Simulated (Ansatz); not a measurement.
# CFGaOS: a ladder of functionals and wavefunction methods

One table from this session's results is given with a row withheld; the runs are named, their logs left out.

Method: functionals in def2-TZVPP, the program's frozen cores in correlated methods; program: Ansatz 0.2.0, Gaussian basis.

The runs, in order: LDA (SPW92), PBE-D4, revPBE-D4, BLYP-D4, r2SCAN-D4, B97M-V, PBE0-D4, B3LYP-D4, r2SCANh-D4, r2SCAN0-D4, HSE06-D4, BHLYP-D4, CAM-B3LYP-D4, LC-ωPBE, ωB97X-V, ωB97M-V, B2PLYP, PBE-QIDH; CCSD(T)/def2-SVP; CCSD(T)/def2-TZVPP; MP2/def2-QZVPP; extrapolation to the limit; RPA on PBE.

## The geometry

The geometry comes from an earlier relaxation with PBE0-D4 in a triple-zeta def2 set; it is a stationary point.

5 atoms, charge 0, spin multiplicity 1.

Atoms are counted from 1 here; the program's logs count them from 0.

Bond lengths: F1–Ga2 1.797 Å, O3–C4 1.147 Å, C4–S5 1.566 Å. Angles: O3–C4–S5 178.8°.

Set-up of the first run:

in.yaml reads:

```yaml
crystal:
  periodic: [false, false, false]
  atoms:
    - {symbol: F, position_ang: [-0.265217, -1.587883, 0.823591]}
    - {symbol: Ga, position_ang: [0.333468, -0.699949, 2.266837]}
    - {symbol: O, position_ang: [-0.458489, -0.098741, -1.909895]}
    - {symbol: C, position_ang: [-0.055710, 0.640215, -1.131175]}
    - {symbol: S, position_ang: [0.495748, 1.672658, -0.090757]}
basis:
  gaussian: {orbitals: def2-TZVPP}
hamiltonian: {xc: lda}
output: {orbitals: {seedname: orbitals}}
```

Launch:

```bash
ansatz run in.yaml --threads 2 --pin off --events-out ev --progress --plain --max-ram 4352MiB
```

Steps of the session up to this table: LDA; PBE-D4 (GGA); revPBE-D4 (GGA); BLYP-D4 (GGA); r2SCAN-D4 (meta-GGA); B97M-V (meta-GGA); B3LYP-D4 (hybrid); r2SCANh-D4 (hybrid); r2SCAN0-D4 (hybrid); HSE06-D4 (hybrid); BHLYP-D4 (hybrid); CAM-B3LYP-D4 (range-separated); LC-ωPBE (range-separated); ωB97X-V (range-separated); ωB97M-V (range-separated); B2PLYP (double hybrid); PBE-QIDH (double hybrid).

One table of the session follows, with a row left open; its other results are not shown here.

It belongs to the step «Orbital energies across the functionals». 

```
  functional  HOMO (eV)  LUMO (eV)  gap (eV)
 LDA (SPW92)      -6.78      -2.54      4.24
      PBE-D4      -6.52      -2.28      4.24
   revPBE-D4      -6.43      -2.18      4.25
     BLYP-D4      -6.46      -2.17      4.29
   r2SCAN-D4      -6.81      -2.13      4.68
      B97M-V      -6.63      -2.05      4.58
     PBE0-D4      -7.57      -1.47      6.10
    B3LYP-D4      -7.46      -1.68      5.78
  r2SCANh-D4          ?          ?         ?
  r2SCAN0-D4      -7.77      -1.38      6.39
    HSE06-D4      -7.16      -1.84      5.32
    BHLYP-D4      -8.53      -0.67      7.86
CAM-B3LYP-D4      -8.91      -0.47      8.44
     LC-ωPBE     -10.07       0.61     10.68
     ωB97X-V      -9.75       0.53     10.28
     ωB97M-V      -9.72       0.37     10.08
```

**Question.** Estimate the row for r2SCANh-D4.

Worked estimate for «HOMO (eV)». Against the share of exact exchange, r2SCAN-D4 (0, -6.81), r2SCAN0-D4 (0.25, -7.77) give a slope of -3.84 per unit share; at 0.1 the line stands at -7.19.

**Answer.** HOMO (eV): -7.20; LUMO (eV): -1.82; gap (eV): 5.37. In «HOMO (eV)» the line misses by +0.01.
